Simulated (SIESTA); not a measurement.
## In3Sb under changes of volume

One of the cells (28.857 Å³/atom); the others are scaled copies at fixed shape and fractional positions:

```
Sb In
1.0
     4.86900    0.00000    0.00000
     0.00000    4.86900    0.00000
     0.00000    0.00000    4.86900
Sb In
1 3
Cartesian
  0.0000 0.0000 0.0000
  0.0000 2.4345 2.4345
  2.4345 0.0000 2.4345
  2.4345 2.4345 0.0000
```

The cell comes from a database or a generator and needn't be the stable form of this composition.

| Quantity | Value |
| --- | --- |
| Program | SIESTA 5.4.2 |
| Functional | PBEsol |
| Potentials or basis | PseudoDojo 0.4 standard (PBEsol files) |
| Basis | DZP (energy shift 0.003 Ry; two zetas on semicore shells) |
| Grid cutoff | 500 Ry |
| Energy shift | 0.003 Ry |
| k mesh | 6 × 6 × 6 |
| Occupations | fermi-dirac, width 0.05 eV |
| Spin | no spin polarisation |

```csv
volume (Å³/atom),energy over the lowest point (meV/atom),pressure (GPa)
26.594,0.00,0.5
27.160,0.31,-0.5
27.726,3.51,-1.4
28.857,18.02,-2.8
29.423,28.93,-3.4
29.989,?,?
```

Q: What does the run at 29.989 Å³/atom give?

A: Energy over the lowest point 41.76 meV/atom; pressure -3.9 GPa.

Worked out: A Birch-Murnaghan fit of order 3 (a polynomial in V^(-2/3)) to the other rows has its minimum at 26.82 Å³/atom with B0 = V·E''(V) = 41 GPa (rough, since the energies scatter). It gives 42.08 meV/atom at 29.989 Å³/atom, against the run's 41.76, and -dE/dV = -4.0 GPa, against -3.9.

Energies are extrapolated to zero smearing.

Caveats: the basis of atomic orbitals isn't converged, which shifts pressures, moduli and gaps.
